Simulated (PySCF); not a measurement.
# C2H5BNS: the cost of one run

Programs: PySCF 2.14.0, with routines of our own; each step states its level. All values are computed. Atoms count from 0.

## 1. The system as given

10 atoms, charge -1, multiplicity 1; geometry from: PBE0-D3(BJ)/def2-SVP.

## 2. Magnetic properties: GIAO LDA/aug-pcSseg-1

The job: settings as JSON, then the geometry in Å.

```
{"job": {"kind": "mag", "xc": "LDA", "basis": "aug-pcSseg-1"}, "charge": -1, "multiplicity": 1}
S      2.474888     0.043766     0.034775
C      0.799229    -0.028856     0.031876
C     -0.197323    -1.102784    -0.368806
B     -1.362275     0.001919     0.074975
N     -0.088743     0.882861     0.398106
H     -0.095457    -1.377252    -1.432268
H     -0.071741    -2.019134     0.232312
H     -2.069768     0.463863    -0.835301
H     -2.043488    -0.275083     1.075845
H      0.186854     1.795836     0.747276
```

With the program's defaults for keys left out, this is: GIAO LDA/aug-pcSseg-1 magnetisability, rotational g tensor and spin-rotation constants, non-relativistic, gas phase.

Command:

```sh
$ OMP_NUM_THREADS=1 python excited_run.py task.json out
```

This one command runs all jobs of the session in turn.

Q: Estimate the wall time and peak memory of this first job on 1 thread of AMD EPYC 9R45, shared host.

About 14 s, with a peak of 0.55 GiB.
